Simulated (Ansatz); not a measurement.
# BP (zincblende type): the cost of one run

Method: DFT, LDA, PAW with Ansatz's default frozen-core files, scalar-relativistic, in Ansatz 0.2.0.

## Step 1: Starting point

Symmetry: F-43m, No. 216, cubic system. Conventional cell: a = 4.452 Å, b = 4.452 Å, c = 4.452 Å, α = 90.00°, β = 90.00°, γ = 90.00°. B (site symmetry -43m) is surrounded by 4 P at 1.93 Å. P (site symmetry -43m) is surrounded by 4 B at 1.93 Å.

Coordinates:

```
CELL_PARAMETERS angstrom
0.00000 2.22606 2.22606
2.22606 0.00000 2.22606
2.22606 2.22606 0.00000
ATOMIC_POSITIONS crystal
B 0.00000 0.00000 0.00000
P 0.25000 0.25000 0.25000
```

Whether this phase is the stable one at these pressures isn't tested.

Atoms are numbered in the order of the input: B1, P2.

## Step 2: Cell relaxed at zero pressure, PAW

File input.yaml:

```yaml
crystal:
  lattice:
    - [0.0, 2.2260631449, 2.2260631449]
    - [2.2260631449, 0.0, 2.2260631449]
    - [2.2260631449, 2.2260631449, 0.0]
  atoms:
    - { symbol: B, position: [0.0, 0.0, 0.0] }
    - { symbol: P, position: [0.25, 0.25, 0.25] }
kpoints:
  mp_grid: { grid: [15, 15, 15] }
scf:
  occupations: { method: fermi_dirac, width: 0.08 }
hamiltonian:
  xc: lda
  pseudopotentials: { kind: paw }
output:
  forces: true
  stress: true
  write_density: true
  write_potential: true
  elf: true
  volumetric_format: npy
relax:
  f_tol: 0.005
  max_steps: 40
  cell: {}
```

Run with:

```
ansatz run input.yaml --threads 1 --pin off --max-ram 2048MiB --backend cpu --events-out ev --progress --plain --runs-dir out
```

**Question.** How long does this run take on 1 thread of AMD EPYC 9R45 (Zen 5), shared host, and how much memory does it need?

About 3.9 s, with a peak of 0.38 GiB.
